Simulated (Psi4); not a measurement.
**SiCl2OF (SMILES [O][Si](F)(Cl)Cl) at UMP3/cc-pVDZ**

Aim: the energy change on altering one bond length of SiCl2OF at UMP3/cc-pVDZ, from 2 runs. 

The results are computed with Psi4 1.11.

9 further runs of the same task are left out: 7 that didn't finish, 2 set aside as unsound or not needed.

### 1 The molecule

SiCl2OF: 5 atoms, total charge 0, spin state doublet. SMILES: `[O][Si](F)(Cl)Cl`. Geometry: relaxed at PBE0-D4/def2-TZVP.

Bond lengths: O1–Si2 1.643 Å, Si2–F3 1.574 Å, Si2–Cl4 2.012 Å, Si2–Cl5 2.011 Å. Angles: O1–Si2–F3 113.3°, O1–Si2–Cl4 105.6°, O1–Si2–Cl5 107.2°, F3–Si2–Cl4 108.3°, F3–Si2–Cl5 107.9°, Cl4–Si2–Cl5 114.8°.

### 2 The energy at UMP3/cc-pVDZ

job.inp

```
memory 2.2 GB

molecule {
  0 2
  O
  Si 1 R2
  F 2 R3 1 A3
  Cl 2 R4 3 A4 1 D4
  Cl 2 R5 3 A5 1 D5

  R2 = 1.6431
  R3 = 1.573773
  A3 = 113.31762
  R4 = 2.011634
  A4 = 108.27432
  D4 = 116.75747
  R5 = 2.011102
  A5 = 107.86673
  D5 = -118.46555
  units angstrom
  symmetry c1
}

set {
  reference       uhf
  puream          true
  e_convergence   1e-09
  d_convergence   1e-08
  scf_type        pk
  num_frozen_docc 17
  maxiter         100
  mp_type         conv
}

result, w = energy('mp3/cc-pVDZ', return_wfn=True)
```

Started as:

```bash
$ psi4 -n 1 job.inp job.out
```

job.out:

```text
[...]
  Running in c1 symmetry.
[...]
  Nuclear repulsion =  367.622602246102815
[...]
  Multiplicity = 2
[...]
  Nalpha       = 33
  Nbeta        = 32
[...]
    Number of basis functions: 82
[...]
   @UHF iter   1: -1382.03900025652752   -4.04154e-01   7.84034e-03 DIIS/ADIIS
[...]
   @UHF iter  24: -1382.39467290745074   -5.45697e-12   7.87753e-09 DIIS
[...]
   @S^2 Observed:                7.551796581E-01
[...]
    Orbital Energies [Eh]
    ---------------------
    Alpha Occupied:
       1A   -104.866420     2A   -104.866124     3A    -68.961313
       4A    -26.336306     5A    -20.670473     6A    -10.596000
       7A    -10.595700     8A     -8.063308     9A     -8.063060
      10A     -8.060496    11A     -8.060224    12A     -8.060173
      13A     -8.059865    14A     -6.297289    15A     -4.405346
      16A     -4.404837    17A     -4.404531    18A     -1.642471
      19A     -1.422817    20A     -1.157530    21A     -1.134210
      22A     -0.802019    23A     -0.725378    24A     -0.716467
      25A     -0.699759    26A     -0.696319    27A     -0.618777
      28A     -0.597485    29A     -0.570510    30A     -0.527671
      31A     -0.512518    32A     -0.503835    33A     -0.493243
[...]
  @UHF Final Energy: -1382.39467290745074
   => Energetics <=
    Nuclear Repulsion Energy =            367.6226022461028151
    One-Electron Energy =               -2645.8427212456381312
    Two-Electron Energy =                 895.8254460920845759
    Total Energy =                      -1382.3946729074507402
  UHF NO Occupations:
  HONO-2 :   31  A 1.9994681
  HONO-1 :   32  A 1.9986074
[...]
 Multipole Moments:
 ------------------------------------------------------------------------------------
     Multipole            Electronic (a.u.)      Nuclear  (a.u.)        Total (a.u.)
 ------------------------------------------------------------------------------------
 L = 1.  Multiply by 2.5417464519 to convert [e a0] to [Debye]
 Dipole X            :          0.0116382            0.0044154            0.0160536
 Dipole Y            :         -0.2503438            0.4400811            0.1897372
 Dipole Z            :          1.2474422           -1.1124507            0.1349916
 Magnitude           :                                                    0.2334109
[...]
	SCS-MP2 Total Energy (a.u.)        : -1383.04487872599998
	SOS-MP2 Total Energy (a.u.)        : -1383.03223930954209
[...]
	SOS-PI-MP2 Total Energy (a.u.)     : -1383.08128287893373
[...]
	MP2 Total Energy (a.u.)            : -1383.07015755891575
[...]
	SCS-MP3 Total Energy (a.u.)        : -1383.05246057079694
[...]
	MP3 Total Energy (a.u.)            : -1383.10048493810336
[...]
```

It took 58 s on 1 thread of AMD EPYC 7R43 (Zen 3), shared host; peak memory 0.48 GiB.

### 3 The distorted shape at the same level

cl2fosi.xyz

```xyz
5
Cl2FOSi
O      2.513923    -0.186698     2.151484
Si     1.310723     0.896902     1.872384
F      0.364223     1.109702     3.111584
Cl    -1.088600    -0.815800    -1.428500
Cl     2.184423     2.659202     1.453484
```

calc.py

```python
import psi4

psi4.set_memory('2200 MB')
psi4.set_num_threads(1)
psi4.core.set_output_file('output.dat', False)

with open('cl2fosi.xyz') as f:
    atoms = ''.join(f.readlines()[2:])
geom = psi4.geometry('0 2\n' + atoms + 'symmetry c1')

psi4.set_options({
    'basis': 'cc-pVDZ',
    'reference': 'uhf',
    'puream': True,
    'e_convergence': 1e-09,
    'd_convergence': 1e-08,
    'scf_type': 'pk',
    'num_frozen_docc': 17,
    'maxiter': 100,
    'mp_type': 'conv',
})

e_tot = psi4.energy("mp3")
print(f'mp3 energy: {e_tot:.10f} Eh')
for k, v in sorted(psi4.core.scalar_variables().items()):
    print(f'{k:45s} {v:18.10f}')
```

Started as:

```bash
$ python calc.py
```

output.dat:

```text
[...]
  Running in c1 symmetry.
[...]
  Nuclear repulsion =  293.170697729040739
[...]
  Multiplicity = 2
[...]
  Nalpha       = 33
  Nbeta        = 32
[...]
    Number of basis functions: 82
[...]
   @UHF iter   1: -1381.98973239370844   -1.02062e+00   8.27902e-03 ADIIS/DIIS
[...]
   @UHF iter  95: -1382.23094271859145   -1.85082e-10   9.77713e-09 DIIS
[...]
   @S^2 Observed:                7.557189625E-01
[...]
    Orbital Energies [Eh]
    ---------------------
    Alpha Occupied:
       1A   -104.908933     2A   -104.874198     3A    -68.946908
       4A    -26.349453     5A    -20.559773     6A    -10.631835
       7A    -10.603222     8A     -8.117666     9A     -8.092026
      10A     -8.091903    11A     -8.070369    12A     -8.067404
      13A     -8.067181    14A     -6.282901    15A     -4.389605
      16A     -4.389322    17A     -4.387061    18A     -1.651349
      19A     -1.246023    20A     -1.155527    21A     -1.145097
      22A     -0.798237    23A     -0.720873    24A     -0.714978
      25A     -0.637202    26A     -0.596800    27A     -0.538888
      28A     -0.525605    29A     -0.522487    30A     -0.522137
      31A     -0.513228    32A     -0.462192    33A     -0.437124
[...]
  @UHF Final Energy: -1382.23094271859145
   => Energetics <=
    Nuclear Repulsion Energy =            293.1706977290407394
    One-Electron Energy =               -2497.6180540641034895
    Two-Electron Energy =                 822.2164136164716410
    Total Energy =                      -1382.2309427185914501
  UHF NO Occupations:
  HONO-2 :   31  A 1.9999491
  HONO-1 :   32  A 1.9972243
[...]
 Multipole Moments:
 ------------------------------------------------------------------------------------
     Multipole            Electronic (a.u.)      Nuclear  (a.u.)        Total (a.u.)
 ------------------------------------------------------------------------------------
 L = 1.  Multiply by 2.5417464519 to convert [e a0] to [Debye]
 Dipole X            :         -2.4757061            1.2184909           -1.2572152
 Dipole Y            :          1.1562224           -0.4902301            0.6659923
 Dipole Z            :         -1.0818757            0.1274592           -0.9544164
 Magnitude           :                                                    1.7131977
[...]
	SCS-MP2 Total Energy (a.u.)        : -1382.93043094699328
	SOS-MP2 Total Energy (a.u.)        : -1382.91786326046963
[...]
	SOS-PI-MP2 Total Energy (a.u.)     : -1382.97070330215251
[...]
	MP2 Total Energy (a.u.)            : -1382.95556632004036
[...]
	SCS-MP3 Total Energy (a.u.)        : -1382.93312893614166
[...]
	MP3 Total Energy (a.u.)            : -1382.96635827663408
[...]
```

Run time: 54 s. Hardware: 1 thread of AMD EPYC 7R43 (Zen 3), shared host; peak memory 0.46 GiB.

### 4 What came out

Level: UMP3/cc-pVDZ, 17 core orbitals frozen.

| quantity | value |
| --- | --- |
| first shape: total energy | -1383.10048 Eh |
| first shape: HOMO energy (Hartree–Fock orbitals) (highest over α and β) | -13.42 eV |
| first shape: LUMO energy (Hartree–Fock orbitals) (lowest over α and β) | 0.59 eV |
| first shape: correlation energy (17 core orbitals frozen) | -705.8 mEh |
| first shape: ⟨S²⟩ of the reference determinant | 0.755 |
| distorted shape: total energy | -1382.96636 Eh |
| distorted shape: HOMO energy (Hartree–Fock orbitals) (highest over α and β) | -11.89 eV |
| distorted shape: LUMO energy (Hartree–Fock orbitals) (lowest over α and β) | -1.52 eV |
| distorted shape: correlation energy (17 core orbitals frozen) | -735.4 mEh |
| distorted shape: ⟨S²⟩ of the reference determinant | 0.756 |
| energy change with the Si2–Cl4 bond stretched from 2.012 to 4.426 Å | 3.650 eV |

**Reading.** With the Si2–Cl4 bond stretched from 2.012 to 4.426 Å the energy rises by 3.65 eV (84 kcal/mol). The first shape isn't relaxed at this level, so the change isn't measured from a minimum.
